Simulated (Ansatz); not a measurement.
# H₅NOSi + HF: a complex and its separated parts, part 1 of 3

The complex below is one end of an elementary step. How strongly is it bound against its free parts?

Computed with Ansatz 0.2.0, Gaussian basis. Level: PBE0-D4/def2-TZVP structures, single points in def2-TZVPP, no counterpoise correction.

Levels: SPW92, PBE-D4, BLYP-D4, r2SCAN-D4, B97M-V, PBE0-D4, B3LYP-D4, r2SCAN0-D4, BHLYP-D4, CAM-B3LYP-D4, wB97X-V, wB97M-V, B2PLYP, PBE-QIDH, RPA on PBE, Hartree-Fock, MP2, CCSD, CCSD(T).

Correlated methods freeze the cores. B3LYP uses VWN-RPA correlation. B2PLYP carries no dispersion term here.

95 further runs of the same task are left out: 1 that didn't finish, 94 set aside as unsound or not needed.

## 1. The system as given

The complex: 10 atoms, charge 0, spin multiplicity 1.

Atoms are counted from 1 here; the program's logs count them from 0.

Bond lengths: Si1–O2 1.677 Å, Si1–H3 1.483 Å, Si1–H4 1.475 Å, Si1–N5 1.697 Å, O2–H8 0.960 Å, N5–H9 1.006 Å, N5–H10 1.007 Å, H6–F7 0.944 Å. Angles: O2–Si1–H3 107.8°, O2–Si1–H4 101.9°, O2–Si1–N5 115.9°, H3–Si1–H4 114.5°, H3–Si1–N5 106.8°, H4–Si1–N5 110.2°, Si1–O2–H8 117.1°, Si1–N5–H9 122.4°, Si1–N5–H10 121.9°, H9–N5–H10 112.2°.

As a file:

```mol
FH6NOSi
  3D, bonds by distance, orders not assigned

 10  8  0  0  0  0  0  0  0  0999 V2000
   -0.5191    0.3427   -0.6488 Si  0  0
    0.1881   -1.1777   -0.6561 O   0  0
   -0.4037    0.9037   -2.0167 H   0  0
   -1.8993    0.0346   -0.2297 H   0  0
    0.1746    1.4767    0.4055 N   0  0
    0.1928   -1.8042    0.8870 H   0  0
    0.1733   -1.9837    1.8134 F   0  0
    1.0459   -1.2582   -1.0790 H   0  0
    0.9076    2.1023    0.1184 H   0  0
    0.1397    1.3638    1.4058 H   0  0
  1  2  8  0
  1  3  8  0
  1  4  8  0
  1  5  8  0
  2  8  8  0
  5  9  8  0
  5 10  8  0
  6  7  8  0
M  END
```

Its parts: H₅NOSi holds atoms 1, 2, 3, 4, 5, 8, 9, 10; HF holds atoms 6, 7. Each part counts its atoms afresh in its own runs.

## 2. Relaxing H₅NOSi alone

relax-a/in.yaml

```yaml
crystal:
  periodic: [false, false, false]
  atoms:
    - {symbol: Si, position_ang: [-0.519052, 0.342740, -0.648771]}
    - {symbol: O, position_ang: [0.188149, -1.177659, -0.656100]}
    - {symbol: H, position_ang: [-0.403700, 0.903697, -2.016712]}
    - {symbol: H, position_ang: [-1.899324, 0.034571, -0.229662]}
    - {symbol: N, position_ang: [0.174559, 1.476663, 0.405535]}
    - {symbol: H, position_ang: [1.045872, -1.258193, -1.079028]}
    - {symbol: H, position_ang: [0.907631, 2.102281, 0.118422]}
    - {symbol: H, position_ang: [0.139731, 1.363776, 1.405804]}
basis:
  gaussian: {orbitals: def2-TZVP}
hamiltonian: {xc: pbe0, dispersion: d4}
relax: {f_tol: 0.005, max_steps: 200}
```

Command:

```sh
> ansatz run in.yaml --threads 4 --pin off --events-out ev --progress --plain --max-ram 9574MiB
```

Output:

```text
Functional definition: PBE0
  name "PBE0"
  cite "Adamo & Barone, J. Chem. Phys. 110, 6158 (1999) doi:10.1063/1.478522"
  cite "Perdew, Burke & Ernzerhof, Phys. Rev. Lett. 77, 3865 (1996) doi:10.1103/PhysRevLett.77.3865"
  parent pbe
  parameter a = 0.25
  parameter kappa = 0.804
  parameter beta = 0.06672455060314922
  exchange = (1 - a)*pbe_x(kappa = kappa, mu = beta*pi^2/3) + a*exact_x
  correlation = pbe_c(beta = beta)
794 factors; their error is unknown
mean field evaluation 1: about -11483.3966 eV, gradient 7.4e1 eV
mean field evaluation 2: about -11471.2288 eV, gradient 1.1e2 eV
mean field evaluation 4: about -11492.5808 eV, gradient 5.4e0 eV
mean field evaluation 8: about -11492.6333 eV, gradient 2.4e-2 eV
mean field evaluation 16: about -11492.6729 eV, gradient 3.9e-5 eV
mean field -11492.67289020 eV, -422.3479387014 hartree, gradient 3.9e-5 eV, S^2 0.000000; 0 other end points of the search recorded, 0 dependent functions left out
the calculation of the forces begins
reference -11492.67291767 eV, -422.3479397110 hartree; 17, 17 occupied and 112, 112 virtual orbitals, 794 factors
relax step   1: F+E_penalty+E_count = -11492.76768548 eV  Δ(F+E_penalty+E_count) = +0.000e0 eV  max|allowed force component| = 9.913e-1 eV/Å  Δτ_max = 0.0000 Å  (24 SCF iters, accepted)
these checks for a lower state are left out or cut short: starts, cluster_reference, orbital_swaps, neighbouring_geometries, increment
794 factors; their error is unknown
mean field -11492.68551188 eV, -422.3484025396 hartree, gradient 1.1e-5 eV, S^2 0.000000; 0 other end points of the search recorded, 0 dependent functions left out
the calculation of the forces begins
reference -11492.68553934 eV, -422.3484035486 hartree; 17, 17 occupied and 112, 112 virtual orbitals, 794 factors
relax step   2: F+E_penalty+E_count = -11492.78028549 eV  Δ(F+E_penalty+E_count) = -1.260e-2 eV  max|allowed force component| = 5.662e-1 eV/Å  Δτ_max = 0.0234 Å  (29 SCF iters, accepted)
these checks for a lower state are left out or cut short: starts, cluster_reference, orbital_swaps, neighbouring_geometries, increment
794 factors; their error is unknown
mean field -11492.69074622 eV, -422.3485948981 hartree, gradient 1.1e-5 eV, S^2 0.000000; 0 other end points of the search recorded, 0 dependent functions left out
the calculation of the forces begins
reference -11492.69077365 eV, -422.3485959062 hartree; 17, 17 occupied and 112, 112 virtual orbitals, 794 factors
relax step   3: F+E_penalty+E_count = -11492.78560222 eV  Δ(F+E_penalty+E_count) = -5.317e-3 eV  max|allowed force component| = 7.630e-2 eV/Å  Δτ_max = 0.0185 Å  (29 SCF iters, accepted)
these checks for a lower state are left out or cut short: starts, cluster_reference, orbital_swaps, neighbouring_geometries, increment
794 factors; their error is unknown
mean field evaluation 32: about -11492.6521 eV, gradient 9.2e-4 eV
mean field -11492.69134558 eV, -422.3486169239 hartree, gradient 1.1e-5 eV, S^2 0.000000; 0 other end points of the search recorded, 0 dependent functions left out
the calculation of the forces begins
reference -11492.69137302 eV, -422.3486179325 hartree; 17, 17 occupied and 112, 112 virtual orbitals, 794 factors
relax step   4: F+E_penalty+E_count = -11492.78616292 eV  Δ(F+E_penalty+E_count) = -5.607e-4 eV  max|allowed force component| = 3.043e-2 eV/Å  Δτ_max = 0.0093 Å  (30 SCF iters, accepted)
these checks for a lower state are left out or cut short: starts, cluster_reference, orbital_swaps, neighbouring_geometries, increment
794 factors; their error is unknown
mean field -11492.69185883 eV, -422.3486357858 hartree, gradient 1.1e-5 eV, S^2 0.000000; 0 other end points of the search recorded, 0 dependent functions left out
the calculation of the forces begins
reference -11492.69188629 eV, -422.3486367949 hartree; 17, 17 occupied and 112, 112 virtual orbitals, 794 factors
relax step   5: F+E_penalty+E_count = -11492.78666570 eV  Δ(F+E_penalty+E_count) = -5.028e-4 eV  max|allowed force component| = 4.169e-2 eV/Å  Δτ_max = 0.0199 Å  (29 SCF iters, accepted)
these checks for a lower state are left out or cut short: starts, cluster_reference, orbital_swaps, neighbouring_geometries, increment
794 factors; their error is unknown
mean field -11492.69219036 eV, -422.3486479693 hartree, gradient 1.1e-5 eV, S^2 0.000000; 0 other end points of the search recorded, 0 dependent functions left out
the calculation of the forces begins
reference -11492.69221783 eV, -422.3486489786 hartree; 17, 17 occupied and 112, 112 virtual orbitals, 794 factors
relax step   6: F+E_penalty+E_count = -11492.78701962 eV  Δ(F+E_penalty+E_count) = -3.539e-4 eV  max|allowed force component| = 6.436e-2 eV/Å  Δτ_max = 0.0290 Å  (28 SCF iters, accepted)
these checks for a lower state are left out or cut short: starts, cluster_reference, orbital_swaps, neighbouring_geometries, increment
794 factors; their error is unknown
mean field -11492.69233719 eV, -422.3486533650 hartree, gradient 1.1e-5 eV, S^2 0.000000; 0 other end points of the search recorded, 0 dependent functions left out
the calculation of the forces begins
reference -11492.69236464 eV, -422.3486543739 hartree; 17, 17 occupied and 112, 112 virtual orbitals, 794 factors
relax step   7: F+E_penalty+E_count = -11492.78719409 eV  Δ(F+E_penalty+E_count) = -1.745e-4 eV  max|allowed force component| = 5.262e-2 eV/Å  Δτ_max = 0.0108 Å  (29 SCF iters, accepted)
these checks for a lower state are left out or cut short: starts, cluster_reference, orbital_swaps, neighbouring_geometries, increment
794 factors; their error is unknown
mean field evaluation 64: about -11492.6925 eV, gradient 1.1e-5 eV
mean field -11492.69251237 eV, -422.3486598027 hartree, gradient 1.1e-5 eV, S^2 0.000000; 0 other end points of the search recorded, 0 dependent functions left out
the calculation of the forces begins
reference -11492.69253981 eV, -422.3486608111 hartree; 17, 17 occupied and 112, 112 virtual orbitals, 794 factors
relax step   8: F+E_penalty+E_count = -11492.78742453 eV  Δ(F+E_penalty+E_count) = -2.304e-4 eV  max|allowed force component| = 2.628e-2 eV/Å  Δτ_max = 0.0214 Å  (28 SCF iters, accepted)
these checks for a lower state are left out or cut short: starts, cluster_reference, orbital_swaps, neighbouring_geometries, increment
794 factors; their error is unknown
mean field -11492.69240665 eV, -422.3486559177 hartree, gradient 1.1e-5 eV, S^2 0.000000; 0 other end points of the search recorded, 0 dependent functions left out
the calculation of the forces begins
reference -11492.69243408 eV, -422.3486569257 hartree; 17, 17 occupied and 112, 112 virtual orbitals, 794 factors
relax step   9: F+E_penalty+E_count = -11492.78735013 eV  Δ(F+E_penalty+E_count) = +7.441e-5 eV  max|allowed force component| = 7.178e-2 eV/Å  Δτ_max = 0.0101 Å  (30 SCF iters, rejected (line search))
these checks for a lower state are left out or cut short: starts, cluster_reference, orbital_swaps, neighbouring_geometries, increment
794 factors; their error is unknown
mean field -11492.69256473 eV, -422.3486617271 hartree, gradient 1.1e-5 eV, S^2 0.000000; 0 other end points of the search recorded, 0 dependent functions left out
the calculation of the forces begins
reference -11492.69259217 eV, -422.3486627355 hartree; 17, 17 occupied and 112, 112 virtual orbitals, 794 factors
relax step  10: F+E_penalty+E_count = -11492.78748146 eV  Δ(F+E_penalty+E_count) = -5.692e-5 eV  max|allowed force component| = 1.146e-2 eV/Å  Δτ_max = 0.0049 Å  (30 SCF iters, accepted)
these checks for a lower state are left out or cut short: starts, cluster_reference, orbital_swaps, neighbouring_geometries, increment
794 factors; their error is unknown
mean field -11492.69260397 eV, -422.3486631691 hartree, gradient 1.1e-5 eV, S^2 0.000000; 0 other end points of the search recorded, 0 dependent functions left out
the calculation of the forces begins
reference -11492.69263142 eV, -422.3486641777 hartree; 17, 17 occupied and 112, 112 virtual orbitals, 794 factors
relax step  11: F+E_penalty+E_count = -11492.78752649 eV  Δ(F+E_penalty+E_count) = -4.503e-5 eV  max|allowed force component| = 4.230e-3 eV/Å  Δτ_max = 0.0145 Å  (29 SCF iters, accepted)
794 factors; their error is unknown
mean field evaluation 96: about -11492.6528 eV, gradient 2.3e-2 eV
mean field -11492.69260397 eV, -422.3486631691 hartree, gradient 5.4e-5 eV, S^2 0.000000; 1 other end points of the search recorded, 0 dependent functions left out
the calculation of the forces begins
reference -11492.69263142 eV, -422.3486641777 hartree; 17, 17 occupied and 112, 112 virtual orbitals, 794 factors
Total energy: -11492.78755393 eV, -422.3521525158 hartree
Atom 0 at    -0.514779     0.317879    -0.664620 Å, force    -0.000005     0.001968    -0.002891 eV/Å
Atom 1 at     0.154974    -1.188891    -0.706597 Å, force    -0.000653     0.000964     0.002392 eV/Å
Atom 2 at    -0.429309     0.963179    -2.001901 Å, force    -0.000948     0.000480     0.000576 eV/Å
Atom 3 at    -1.907235     0.038172    -0.250792 Å, force     0.002301    -0.001011    -0.000472 eV/Å
Atom 4 at     0.203142     1.439206     0.400937 Å, force    -0.001532    -0.004229    -0.000360 eV/Å
Atom 5 at     1.074110    -1.255278    -0.969005 Å, force    -0.000736     0.001221     0.000688 eV/Å
Atom 6 at     0.862038     2.131012     0.089657 Å, force     0.001129     0.000365    -0.000870 eV/Å
Atom 7 at     0.190925     1.342598     1.401809 Å, force     0.000444     0.000242     0.000936 eV/Å
Dipole moment:     0.422815     0.242463     0.103333 e Å
```

Run time: 12 s. Hardware: 4 threads of Arm Neoverse V2, shared host.

The steps of the relaxation:

```csv
step,energy from step 1 (eV),largest force component (eV/Å)
1,0.0000,0.9913
2,-0.0126,0.5662
3,-0.0179,0.0763
4,-0.0185,0.0304
5,-0.0190,0.0417
6,-0.0193,0.0644
7,-0.0195,0.0526
8,-0.0197,0.0263
9,-0.0197,0.0718
10,-0.0198,0.0115
11,-0.0198,0.0042
```

Close pairs (by a distance rule), those that changed most:

```csv
bond,before (Å),after (Å),change (Å)
Si1–O2,1.677,1.649,-0.027
Si1–N5,1.697,1.705,+0.009
Si1–H3,1.483,1.487,+0.004
Si1–H4,1.475,1.479,+0.004
N5–H8,1.007,1.006,-0.002
O2–H6,0.960,0.958,-0.002
N5–H7,1.006,1.005,-0.001
```

## 3. Relaxing HF alone

relax-b/in.yaml

```yaml
crystal:
  periodic: [false, false, false]
  atoms:
    - {symbol: H, position_ang: [0.192795, -1.804178, 0.886981]}
    - {symbol: F, position_ang: [0.173339, -1.983697, 1.813433]}
basis:
  gaussian: {orbitals: def2-TZVP}
hamiltonian: {xc: pbe0, dispersion: d4}
relax: {f_tol: 0.005, max_steps: 200}
```

Command:

```sh
> ansatz run in.yaml --threads 4 --pin off --events-out ev --progress --plain --max-ram 9574MiB
```

Output, cut to the lines that bear on the results:

```text
[... 5 set-up lines as earlier in the session ...]
[...]
200 factors; their error is unknown
[...]
mean field -2731.78540826 eV, -100.3912620827 hartree, gradient 6.8e-6 eV, S^2 0.000000; 0 other end points of the search recorded, 0 dependent functions left out
[...]
reference -2731.80170840 eV, -100.3918611022 hartree; 5, 5 occupied and 32, 32 virtual orbitals, 200 factors
Total energy: -2731.80322170 eV, -100.3919167147 hartree
Atom 0 at     0.192549    -1.806444     0.898677 Å, force    -0.000000    -0.000001     0.000004 eV/Å
Atom 1 at     0.173585    -1.981431     1.801737 Å, force     0.000000     0.000001    -0.000004 eV/Å
Dipole moment:     0.008262     0.076233    -0.393421 e Å
```

Wall time 0.6 s (4 threads of Arm Neoverse V2, shared host).

Along the way:

```csv
step,energy from step 1 (eV),largest force component (eV/Å)
1,0.0000,1.3035
2,-0.0155,0.3010
3,-0.0163,0.0195
4,-0.0163,0.0068
5,-0.0163,0.0000
```

The bond:

```csv
bond,before (Å),after (Å),change (Å)
H1–F2,0.944,0.920,-0.024
```

## 4. SPW92/def2-TZVPP

parta/in.yaml

```yaml
crystal:
  periodic: [false, false, false]
  atoms:
    - {symbol: Si, position_ang: [-0.514779, 0.317879, -0.664620]}
    - {symbol: O, position_ang: [0.154974, -1.188891, -0.706597]}
    - {symbol: H, position_ang: [-0.429309, 0.963179, -2.001901]}
    - {symbol: H, position_ang: [-1.907235, 0.038172, -0.250792]}
    - {symbol: N, position_ang: [0.203142, 1.439206, 0.400937]}
    - {symbol: H, position_ang: [1.074110, -1.255278, -0.969005]}
    - {symbol: H, position_ang: [0.862038, 2.131012, 0.089657]}
    - {symbol: H, position_ang: [0.190925, 1.342598, 1.401809]}
basis:
  gaussian: {orbitals: def2-TZVPP}
hamiltonian: {xc: lda}
```

partb/in.yaml

```yaml
crystal:
  periodic: [false, false, false]
  atoms:
    - {symbol: H, position_ang: [0.192549, -1.806444, 0.898677]}
    - {symbol: F, position_ang: [0.173585, -1.981431, 1.801737]}
basis:
  gaussian: {orbitals: def2-TZVPP}
hamiltonian: {xc: lda}
```

The same command starts each run, in its folder.

Command:

```sh
> ansatz run in.yaml --threads 4 --pin off --events-out ev --progress --plain --max-ram 9574MiB
```

Log of parta, cut to the lines that bear on the results:

```text
Functional definition: SPW92
  name "SPW92"
  cite "Dirac, Proc. Camb. Phil. Soc. 26, 376 (1930) doi:10.1017/S0305004100016108"
  cite "Slater, Phys. Rev. 81, 385 (1951) doi:10.1103/PhysRev.81.385"
  cite "Perdew & Wang, Phys. Rev. B 45, 13244 (1992) doi:10.1103/PhysRevB.45.13244"
[...]
889 factors; their error is unknown
[...]
mean field -11440.77019683 eV, -420.4405499009 hartree, gradient 5.9e-5 eV, S^2 0.000000; 0 other end points of the search recorded, 0 dependent functions left out
reference -11440.77023105 eV, -420.4405511584 hartree; 17, 17 occupied and 157, 157 virtual orbitals, 889 factors
Total energy: -11440.77023105 eV, -420.4405511584 hartree
```

Output in partb, cut to the lines that bear on the results:

```text
[... 5 set-up lines as earlier in the session ...]
[...]
215 factors; their error is unknown
[...]
mean field -2716.76651711 eV, -99.8393280133 hartree, gradient 3.5e-5 eV, S^2 0.000000; 0 other end points of the search recorded, 0 dependent functions left out
reference -2716.76652819 eV, -99.8393284206 hartree; 5, 5 occupied and 40, 40 virtual orbitals, 215 factors
Total energy: -2716.76652819 eV, -99.8393284206 hartree
```

Wall times: 0.5 s (parta), 0.1 s (partb) on 4 threads of Arm Neoverse V2, shared host.

## 5. PBE-D4/def2-TZVPP

Each input of step 4 (parta, partb) changes in the same lines:

```diff
-hamiltonian: {xc: lda}
+hamiltonian: {xc: pbe, dispersion: d4}
```

Each run has its own folder and the same command.

Command:

```sh
> ansatz run in.yaml --threads 4 --pin off --events-out ev --progress --plain --max-ram 9574MiB
```

Log of parta, cut to the lines that bear on the results:

```text
Functional definition: PBE
  name "PBE"
[... 2 set-up lines as earlier in the session ...]
[...]
889 factors; their error is unknown
[...]
mean field -11491.81855532 eV, -422.3165424735 hartree, gradient 5.9e-5 eV, S^2 0.000000; 0 other end points of the search recorded, 0 dependent functions left out
reference -11491.81859167 eV, -422.3165438094 hartree; 17, 17 occupied and 157, 157 virtual orbitals, 889 factors
Total energy: -11491.93303419 eV, -422.3207494944 hartree
```

Log of partb, cut to the lines that bear on the results:

```text
[... 4 set-up lines as earlier in the session ...]
[...]
215 factors; their error is unknown
[...]
mean field -2731.84359187 eV, -100.3934002911 hartree, gradient 4.7e-5 eV, S^2 0.000000; 0 other end points of the search recorded, 0 dependent functions left out
reference -2731.84360398 eV, -100.3934007360 hartree; 5, 5 occupied and 40, 40 virtual orbitals, 215 factors
Total energy: -2731.84549786 eV, -100.3934703351 hartree
```

They took 0.8 s (parta), 0.1 s (partb) on 4 threads of Arm Neoverse V2, shared host.

## 6. BLYP-D4/def2-TZVPP

Each input of step 5 (parta, partb) changes in the same lines:

```diff
-hamiltonian: {xc: pbe, dispersion: d4}
+hamiltonian: {xc: {name: BLYP}, dispersion: d4}
```

Each run has its own folder and the same command.

Command:

```sh
> ansatz run in.yaml --threads 4 --pin off --events-out ev --progress --plain --max-ram 9574MiB
```

Output in parta, cut to the lines that bear on the results:

```text
Functional definition: BLYP
  name "BLYP"
  cite "Becke, Phys. Rev. A 38, 3098 (1988) doi:10.1103/PhysRevA.38.3098"
  cite "Lee, Yang & Parr, Phys. Rev. B 37, 785 (1988) doi:10.1103/PhysRevB.37.785"
[...]
889 factors; their error is unknown
[...]
mean field -11499.08665469 eV, -422.5836401988 hartree, gradient 4.2e-5 eV, S^2 0.000000; 0 other end points of the search recorded, 0 dependent functions left out
reference -11499.08695993 eV, -422.5836514162 hartree; 17, 17 occupied and 157, 157 virtual orbitals, 889 factors
Total energy: -11499.34564467 eV, -422.5931579054 hartree
```

Log of partb, cut to the lines that bear on the results:

```text
[... 4 set-up lines as earlier in the session ...]
[...]
215 factors; their error is unknown
[...]
mean field -2734.23794072 eV, -100.4813909883 hartree, gradient 3.9e-5 eV, S^2 0.000000; 0 other end points of the search recorded, 0 dependent functions left out
reference -2734.23806432 eV, -100.4813955307 hartree; 5, 5 occupied and 40, 40 virtual orbitals, 215 factors
Total energy: -2734.24264632 eV, -100.4815639162 hartree
```

They took 0.9 s (parta), 0.15 s (partb) on 4 threads of Arm Neoverse V2, shared host.

## 7. r2SCAN-D4/def2-TZVPP

The same edit goes into each in.yaml of step 6 (parta, partb):

```diff
-hamiltonian: {xc: {name: BLYP}, dispersion: d4}
+hamiltonian: {xc: r2scan, dispersion: d4}
```

One command serves all of them, each in its own folder.

Command:

```sh
> ansatz run in.yaml --threads 4 --pin off --events-out ev --progress --plain --max-ram 9574MiB
```

parta printed, cut to the lines that bear on the results:

```text
Functional definition: r2SCAN
  name "r2SCAN"
  cite "Furness, Kaplan, Ning, Perdew & Sun, J. Phys. Chem. Lett. 11, 8208 (2020) doi:10.1021/acs.jpclett.0c02405"
  cite "Furness, Kaplan, Ning, Perdew & Sun, J. Phys. Chem. Lett. 11, 9248 (2020) doi:10.1021/acs.jpclett.0c03077"
  parent r2scan
[...]
889 factors; their error is unknown
[...]
mean field -11497.54996673 eV, -422.5271679579 hartree, gradient 2.1e-5 eV, S^2 0.000000; 0 other end points of the search recorded, 0 dependent functions left out
reference -11497.54997759 eV, -422.5271683571 hartree; 17, 17 occupied and 157, 157 virtual orbitals, 889 factors
Total energy: -11497.57679320 eV, -422.5281538128 hartree
```

Log of partb, cut to the lines that bear on the results:

```text
[... 5 set-up lines as earlier in the session ...]
[...]
215 factors; their error is unknown
[...]
mean field -2733.29261887 eV, -100.4466510513 hartree, gradient 6.5e-6 eV, S^2 0.000000; 0 other end points of the search recorded, 0 dependent functions left out
reference -2733.29262205 eV, -100.4466511682 hartree; 5, 5 occupied and 40, 40 virtual orbitals, 215 factors
Total energy: -2733.29307959 eV, -100.4466679823 hartree
```

Wall times: 1.6 s (parta), 0.35 s (partb) on 4 threads of Arm Neoverse V2, shared host.

(Continued in part 2 of 3.)
